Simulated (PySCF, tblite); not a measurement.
**C6H8FNSi: geometry, infrared bands and NMR shifts**

Wanted: the infrared bands and NMR shifts of C6H8FNSi (`N#C[C@H]1CC[SiH2]/C1=C/F`), by calculation.

Computed with tblite 0.8.0 and PySCF 2.14.0, with density-fitted response routines of our own, on a single molecule in the gas phase. Atoms count from 0, in the outputs and in this text.

### 1 Starting geometry

17 atoms, charge 0, multiplicity 1; geometry from: force field or distance geometry start.

Bonds of the start (Å): N0–C1 1.16, C1–C2 1.48, C2–C3 1.51, C3–C4 1.51, C4–Si5 1.89, Si5–C6 1.87, C6–C7 1.34, C7–F8 1.34, C6–C2 1.50, C2–H9 1.08, C3–H10 1.12, C3–H11 1.10, C4–H12 1.11, C4–H13 1.09, Si5–H14 1.48, Si5–H15 1.43, C7–H16 1.10.

### 2 Optimising the geometry with GFN2-xTB

What the job is given:

```
{"job": {"kind": "relax", "xc": "GFN2-xTB", "basis": "xTB"}, "charge": 0, "multiplicity": 1}
N     -1.396800     0.147800     2.515300
C     -0.653800    -0.257400     1.718500
C      0.321400    -0.793700     0.746600
C     -0.485800    -1.304000    -0.427400
C     -1.498700    -0.260200    -0.819000
Si    -0.398900     1.276400    -0.764400
C      0.980100     0.420400     0.163400
C      2.253300     0.811200     0.281000
F      3.188400     0.133100     0.964300
H      1.002100    -1.511000     1.176400
H     -0.977200    -2.276200    -0.159300
H      0.216500    -1.509800    -1.243700
H     -1.795400    -0.455200    -1.866900
H     -2.334400    -0.197700    -0.127600
H     -1.005400     2.306000     0.104000
H      0.010000     1.743200    -2.053200
H      2.567700     1.739200    -0.217900
```

Command:

```
$ OMP_NUM_THREADS=1 python probes_run.py task.json out
```

One launch serves the whole session: the jobs run in the order shown.

**Question.** This job is followed by: GFN2-xTB harmonic vibrations, gas phase; GIAO PBE0/pcSseg-1 NMR shielding, non-relativistic, gas phase. Predict these results of the whole session: strongest single infrared mode (GFN2-xTB); zero-point energy (GFN2-xTB); ¹³C shifts against TMS (PBE0/pcSseg-1); ¹H shifts against TMS (PBE0/pcSseg-1); ¹⁵N shifts against NH3 (PBE0/pcSseg-1); ²⁹Si shifts against TMS (PBE0/pcSseg-1); ¹⁹F shifts against CFCl3 (PBE0/pcSseg-1).

**Answer**, as computed:

| quantity | value |
| --- | --- |
| strongest single infrared mode (GFN2-xTB) | 2260 cm⁻¹, 318 km/mol |
| zero-point energy (GFN2-xTB) | 76.5 kcal/mol |
| ¹³C shifts against TMS (PBE0/pcSseg-1) | 163.9, 125.0, 117.2, 35.0, 31.2, 8.9 ppm |
| ¹H shifts against TMS (PBE0/pcSseg-1) | 6.88, 4.71, 4.53, 3.92, 2.42, 1.68, 1.60, 1.16 ppm |
| ¹⁵N shifts against NH3 (PBE0/pcSseg-1) | 299.0 ppm |
| ²⁹Si shifts against TMS (PBE0/pcSseg-1) | -40.1 ppm |
| ¹⁹F shifts against CFCl3 (PBE0/pcSseg-1) | -74.4 ppm |

What this shows: Relaxing lowered the energy by 0.444 eV in 95 steps; the close pair that moved most is Si5–H15, from 1.430 to 1.465 Å. All 45 modes are real, so the xTB geometry is a minimum. The strongest single mode, at 2260 cm⁻¹, moves mainly H15. Unscaled tight-binding wavenumbers are off by several per cent, some by more. Its intensities can rank the bands wrongly. The most deshielded hydrogen is H16 (hydrogen on an alkene CH), at 6.88 ppm: olefinic region. At PBE0/pcSseg-1: The widest tensor belongs to N0: span 491 ppm, with a paramagnetic part of -372 ppm.
